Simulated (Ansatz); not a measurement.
**CH2ClInSe: shape, modes and thermochemistry**

The task is to find a stationary geometry of CH2ClInSe, then compute its harmonic vibrations to see whether it is a minimum and to get the zero-point energy and entropy.

Method: RKS PBE0-D4/def2-TZVP; program: Ansatz 0.2.0, Gaussian basis.

The runs, in order: relaxation at PBE0-D4/def2-TZVP; harmonic vibrations at the same level.

1 further run of the same task is left out (set aside as unsound or not needed).

### 1 Starting geometry

6 atoms, charge 0, spin multiplicity 1.

Atoms are counted from 1 here; the program's logs count them from 0.

Bond lengths: Cl1–In2 2.316 Å, In2–C3 2.202 Å, In2–Se4 2.512 Å, C3–Se4 2.162 Å, C3–H5 1.083 Å, C3–H6 1.082 Å. Angles: Cl1–In2–C3 166.1°, Cl1–In2–Se4 139.8°, C3–In2–Se4 54.1°, In2–C3–Se4 70.3°, In2–C3–H5 120.6°, In2–C3–H6 121.0°, Se4–C3–H5 109.3°, Se4–C3–H6 109.3°, H5–C3–H6 114.8°, In2–Se4–C3 55.6°.

The start is a GFN2-xTB geometry. In takes the def2 core potential; no spin-orbit term is included.

### 2 Geometry optimisation, PBE0-D4/def2-TZVP

in.yaml reads:

```yaml
crystal:
  periodic: [false, false, false]
  atoms:
    - {symbol: Cl, position_ang: [0.078970, -3.273430, 1.192030]}
    - {symbol: In, position_ang: [-0.017520, -1.115860, 0.355360]}
    - {symbol: C, position_ang: [0.253430, 1.029740, -0.059640]}
    - {symbol: Se, position_ang: [-1.197060, 0.198190, -1.430850]}
    - {symbol: H, position_ang: [-0.227620, 1.775440, 0.560670]}
    - {symbol: H, position_ang: [1.109800, 1.385910, -0.617580]}
basis:
  gaussian: {orbitals: def2-TZVP}
hamiltonian: {xc: pbe0, dispersion: d4}
relax: {f_tol: 0.005, max_steps: 150}
```

The run is started by

```bash
> ansatz run in.yaml --threads 4 --pin off --events-out ev --progress --plain --max-ram 10444MiB
```

Further steps of the session: Harmonic vibrations.

Q: Predict the results of all the runs planned. Wanted: point group; shift from the start; total energy; dispersion term; dipole moment; lowest, highest wavenumber; zero-point energy.

As calculated:

| quantity | value |
| --- | --- |
| point group | Cs |
| steps | 7 |
| shift from the start (rms) | 0.080 Å |
| total energy | -84104.4533 eV |
| dispersion term | -140 meV |
| dipole moment | 2.34 D |
| lowest, highest wavenumber | 67, 3232 cm⁻¹ |
| zero-point energy | 72.1 kJ/mol |
| entropy at 298.15 K | 350.0 J/(mol K) |

In words: The atoms moved 0.08 Å (rms) from the start; the bond that changed most is C3–Se4, from 2.162 to 2.049 Å. No mode is imaginary: a true minimum at this level. The stiffest mode, 3232 cm⁻¹, is a C–H stretch, and 2 modes under 200 cm⁻¹ make the vibrational entropy uncertain. Harmonic hybrid wavenumbers usually lie a few per cent above measured fundamentals. The largest Mulliken charge, +0.66 e, sits on In2.
